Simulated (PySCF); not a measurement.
# C6H12N2: the cost of one run

Programs: PySCF 2.14.0, with routines of our own; each step states its level. All values are computed. Atoms count from 0.

## Step 1: The system as given

20 atoms, charge 0, multiplicity 1; geometry from: GFN2-xTB.

## Step 2: Magnetic properties: GIAO PBE/pcSseg-1

What the job is given:

```
{"job": {"kind": "mag", "xc": "PBE", "basis": "pcSseg-1", "isotopologues": 2}, "charge": 0, "multiplicity": 1}
C      3.940516     0.314163    -0.027675
C      2.748622     0.728091     0.358407
C      1.546647     0.780149    -0.531524
N      0.417091     0.154541     0.123935
N     -0.789852     0.543019    -0.332695
C     -1.837570    -0.155326    -0.175486
C     -1.889971    -1.526199     0.454162
C     -3.132647     0.431256    -0.642143
H      4.123487    -0.016772    -1.037508
H      4.786602     0.298562     0.637877
H      2.573447     1.053781     1.374526
H      1.255639     1.820550    -0.707094
H      1.774532     0.318689    -1.504930
H      0.549753    -0.835293     0.326875
H     -1.650023    -1.466198     1.516720
H     -1.165827    -2.195780    -0.015194
H     -2.880253    -1.957917     0.343853
H     -3.842831     0.479945     0.182808
H     -3.566627    -0.189735    -1.425929
H     -2.965883     1.431153    -1.030506
```

With the program's defaults for keys left out, this is: GIAO PBE/pcSseg-1 magnetisability, rotational g tensor and spin-rotation constants, non-relativistic, gas phase.

On the command line:

```
$ OMP_NUM_THREADS=1 python excited_run.py task.json out
```

One launch serves the whole session: the jobs run in the order shown.

Q: Estimate the wall time and peak memory of this first job on 1 thread of Intel Xeon 6975P-C, shared host.

About 39 s, with a peak of 0.7 GiB.
